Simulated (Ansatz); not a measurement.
# NaI: further runs on the relaxed cell

The task here is to estimate one member of a computed series from the others.

Computed with Ansatz 0.2.0 (DFT r2SCAN, scalar-relativistic, plane waves, PAW, unless a step's input says otherwise).

1 further run of the same task is left out (set aside as unsound or not needed).

### The structure to begin with

Symmetry: Fm-3m, No. 225, cubic system. The conventional cell has a = 6.467 Å, b = 6.467 Å, c = 6.467 Å, α = 90.00°, β = 90.00°, γ = 90.00°. Around Na (site symmetry m-3m) lie 6 I at 3.23 Å. I (site symmetry m-3m) has 6 Na at 3.23 Å in its first shell of neighbours.

Coordinates:

```
Na I
1.0
     0.00000    3.23339    3.23339
     3.23339    0.00000    3.23339
     3.23339    3.23339    0.00000
Na I
1 1
Cartesian
  0.0000 0.0000 0.0000
  3.2334 3.2334 3.2334
```

It is the result of an earlier relaxation at this level (volume 33.80 Å³/atom; gap on the mesh: 4.44 eV).

Set-up of the first run:

input.yaml reads:

```yaml
crystal:
  lattice:
    - [0.0, 3.2333908034, 3.2333908034]
    - [3.2333908034, 0.0, 3.2333908034]
    - [3.2333908034, 3.2333908034, 0.0]
  atoms:
    - { symbol: Na, position: [0.0, 0.0, 0.0] }
    - { symbol: I, position: [0.5, 0.5, 0.5] }
basis:
  ecutwfc: 500
kpoints:
  mp_grid: { grid: [6, 6, 6] }
  band_path:
    path:
      - [[0.0, 0.0, 0.0], [0.5, 0.0, 0.5], [0.625, 0.25, 0.625]]
      - [[0.375, 0.375, 0.75], [0.0, 0.0, 0.0], [0.5, 0.5, 0.5], [0.5, 0.25, 0.75], [0.5, 0.0, 0.5]]
    npoints: 14
hamiltonian:
  xc: r2scan
scf:
  occupations: { method: gaussian, width: 0.02 }
  n_extra_bands: 6
output:
  forces: true
  stress: true
  eigenvalues: true
  populations: true
  dos: { projected: true, de: 0.02, nscf_kmesh: { grid: [9, 9, 9] } }
  bader: true
  write_density: true
  write_potential: true
  elf: true
  volumetric_format: npy
```

The run is started by

```sh
> ansatz run input.yaml --threads 1 --pin off --max-ram 2560MiB --backend cpu --events-out ev --progress --plain --runs-dir out
```

Among the steps run: Bands, states and charges; Seeking the band edges over the whole zone; Levels beside the edges; The cell as listed, for comparison; Optical spectrum; Point at V/V0 = 0.97; The cell scaled to 1.03 of its volume; Volume × 0.94; Volume × 1.06; Point at V/V0 = 0.91; The cell scaled to 1.10 of its volume; The cell scaled to 0.88 of its volume.

One table of the session follows, with a row left open; its other results are not shown here.

It belongs to the step «Equation of state». 

```
volume (Å³/atom)  energy above the lowest point (meV/atom)  pressure (GPa)  gap on the mesh (eV)
          29.748                                      31.7            2.89                  4.88
          30.762                                      16.5            1.96                  4.75
          31.776                                         ?               ?                     ?
          32.790                                       1.4            0.51                  4.53
          33.805                                       0.0           -0.05                  4.44
          34.819                                       1.8           -0.51                  4.35
          35.833                                       6.3           -0.90                  4.27
          37.185                                      15.8           -1.33                  4.17
```

Estimate the missing values for volume (Å³/atom) = 31.776.

Worked estimate for «energy above the lowest point (meV/atom)». A straight line through the neighbours (30.762, 16.5) and (32.790, 1.4) gives 16.5 + (1.4 − 16.5) × (31.776 − 30.762) / (32.790 − 30.762) = 8.9; a parabola fitted to 4 rows on both sides gives 6.7.

As computed: energy above the lowest point (meV/atom): 6.7; pressure (GPa): 1.17; gap on the mesh (eV): 4.64. In «energy above the lowest point (meV/atom)» the line misses by +2.2 and the parabola by 0.0.
